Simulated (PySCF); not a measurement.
# C3H10Si2: the cost of one run

Computed with PySCF 2.14.0, with density-fitted response routines of our own, on a single molecule, in the gas phase or a continuum. Atoms count from 0, in the outputs and in this text.

### 1 The molecule as given

15 atoms, charge 0, multiplicity 1; geometry from: GFN2-xTB. The atoms were then displaced at random by about 0.01 Å, so the start is not that level's minimum.

Bonds of the start (Å): C0–Si1 1.90, Si1–C2 1.87, C2–C3 1.36, C3–Si4 1.85, C0–H5 1.09, C0–H6 1.06, C0–H7 1.09, Si1–H8 1.48, Si1–H9 1.46, C2–H10 1.10, C3–H11 1.09, Si4–H12 1.45, Si4–H13 1.44, Si4–H14 1.47.

### 2 Optimising the geometry at PBE0-D3(BJ)/def2-SVP

Job settings and geometry (Å):

```
{"job": {"xc": "PBE0", "basis": "def2-SVP", "d3": "d3bj", "grid": 1, "shake": 0.01, "kind": "geom"}, "charge": 0, "multiplicity": 1}
C     -2.502310    -0.154200     1.259640
Si    -1.594000     0.558720    -0.250080
C      0.245620     0.467850     0.069290
C      1.165500    -0.288660    -0.592150
Si     2.977210    -0.408700    -0.261920
H     -2.306030     0.442890     2.153290
H     -2.246770    -1.166840     1.444990
H     -3.580960    -0.083210     1.092710
H     -1.971820     1.973690    -0.436920
H     -1.923200    -0.227840    -1.431360
H      0.644600     1.089420     0.887680
H      0.751350    -0.910140    -1.384060
H      3.240440    -1.634230     0.463630
H      3.682000    -0.406940    -1.521780
H      3.403020     0.730810     0.557350
```

Launch:

```bash
$ OMP_NUM_THREADS=1 python probes_run.py task.json out
```

The driver reads the jobs from task.json and runs them one after another.

**Question.** How long does this first job take on 1 thread of Arm Neoverse N1, shared host, and how much memory does it need?

About 90 s, with a peak of 0.54 GiB.
